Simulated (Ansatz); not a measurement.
What does this script print? It uses Ansatz 0.2.0 through its Python package.

The script, `run_edit.py`:
```python
import warnings

import ansatz as az
from ase import Atoms
import pandas as pd

FILLING = "Fermi-Dirac"
XC = "PBEsol"
VDW = "d4"

warnings.simplefilter("ignore", az.DeckWarning)

atoms = Atoms(
    ["Sr", "As", "O", "O", "O"],
    scaled_positions=[
        [0.0, 0.0, 0.0],
        [0.5, 0.5, 0.5],
        [0.5, 0.5, 0.0],
        [0.5, 0.0, 0.5],
        [0.0, 0.5, 0.5],
    ],
    cell=[
        [3.974879, 0.0, 0.0],
        [0.0, 3.974879, 0.0],
        [0.0, 0.0, 3.974879],
    ],
    pbc=True,
)
cell = az.Crystal.from_ase(atoms)

model = (
    cell.calculation()
    .occupations(FILLING)
    .accuracy("medium")
    .functional(XC, dispersion=VDW)
    .kpoints(5)
    .mixing("anderson", preconditioner="resta")
    .band_table()
)
typed = model.input()
rows = []
for value in [4, 6, 9]:
    edited = typed.set(az.key.basis.ecutrho_ratio, value)
    summary = az.Session.from_dict(edited).plan().execute().report
    rows.append((value, summary["free_energy_ev"], summary["n_iterations"], len(summary["eigenvalues_ev"][0]) if "eigenvalues_ev" in summary else 0))
print(pd.DataFrame(rows, columns=["density ratio", "F eV", "iterations", "bands listed"]).round(4).to_string(index=False))
```

`python run_edit.py` gives:
```text
 density ratio       F eV  iterations  bands listed
             4 -9990.4707           6            27
             6 -9990.4708           6            27
             9 -9990.4708           6            27
```

Caveats:
- These settings explore the input space; cutoff and mesh may be short of convergence.
- The cell holds an odd number of electrons and is run without spin, so a magnetic state may lie lower.
- Dispersion corrections can be off by several per cent in the lattices of metals, and by several GPa in the pressure at a fixed cell.
- For a metal this k-point mesh is coarse: on a finer one energies can move by several to tens of meV an atom and pressures by half a GPa or more, differences at one mesh by less.
- This cell is a computed structure, which may not be the phase found in nature.
- It ran for 6.1 s on 1 thread of Arm Neoverse V1, on a shared host, peak memory 0.45 GiB.
